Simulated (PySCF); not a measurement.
# AlCd: from the state search to spectroscopic constants

Aim: find the lowest electronic state of AlCd, scan its bond at several levels of theory, and get bond length, wavenumber and dissociation energy from each curve.

Computed with PySCF 2.14.0. Level: Al def2-SVP, Cd def2-SVP with ECP28, scalar-relativistic core potentials.

### 1 Set-up

The job is set up so:

- atoms: Al, Cd
- charge: 0
- basis: Al def2-SVP, Cd def2-SVP with ECP28
- Hamiltonian: scalar-relativistic core potentials
- basis functions: 49
- electrons treated: 33
- masses in u: 26.9815, 113.9034
- levels: PBE0, PBE, r²SCAN, TPSSh, B97-3, BLYP, LC-ωPBE, HF, MP2, SCS-MP2, CCSD, CCSD(T)
- grid: 80 radial by 434 angular points
- occupations: held fixed by the projection of orbital angular momentum
- dissociation limit: Al + Cd, each in its ground configuration
- starting distance in angstrom: 2.595
- values of 2S to try: 1, 3

Run with:

```bash
OMP_NUM_THREADS=1 python dia.py task.json out
```

Further steps of the session: PBE0 along the bond; Other states along the same grid; PBE; r²SCAN (meta-GGA); TPSSh (hybrid meta-GGA); B97-3 (global hybrid GGA); BLYP (GGA); LC-ωPBE (range-separated hybrid); ROHF (mean field); MP2 and coupled cluster.

Before running it: what results should come out? Wanted: for each run, Re; ωe; De; μ.

As calculated:

Lowest PBE0 solution found, without spin–orbit coupling: ²Π (doublet), unpaired electrons π ↑. State 2 has its PBE0 minimum 0.24 eV higher. The other levels ran on the lowest alone.

| level | Re (Å) | ωe (cm⁻¹) | De (eV) | μ (D) |
| --- | --- | --- | --- | --- |
| ROHF-SCS-MP2 | 2.989 | 95.1 | 0.119 | n/a |
| ROHF-CCSD | 2.992 | 97.8 | 0.114 | n/a |
| ROHF-CCSD(T) | 2.907 | 121.8 | 0.168 | n/a |
| PBE | 2.832 | 156.6 | 0.424 | 0.81 |
| BLYP | 2.918 | 129.1 | 0.237 | 0.44 |
| r²SCAN | 2.793 | 165.2 | 0.429 | 0.97 |
| TPSSh | 2.857 | 147.1 | 0.353 | 1.26 |
| PBE0 | 2.867 | 145.9 | 0.349 | 1.07 |
| B97-3 | 2.964 | 123.1 | 0.230 | 1.04 |
| LC-ωPBE | 2.939 | 117.7 | 0.213 | 1.41 |

De is counted to Al + Cd in their ground configurations. A positive dipole means Al(−)Cd(+). No constants: ROHF (no minimum is bracketed among the points kept); ROHF-MP2 (fits of two degrees disagree).

**Reading.** Bond lengths run from 2.793 Å (r²SCAN) to 2.992 Å (ROHF-CCSD). CCSD(T) can't serve as the judge here: for a weak bond in this basis it is far from its limit. Of the levels with a De here, ROHF-CCSD gives the least (0.114 eV) and r²SCAN the most (0.429 eV).

Correlated steps freeze 5 core orbitals. The bond is weak, and basis-set superposition, which was not computed, may be a sizeable part of it. Spin–orbit coupling is left out.
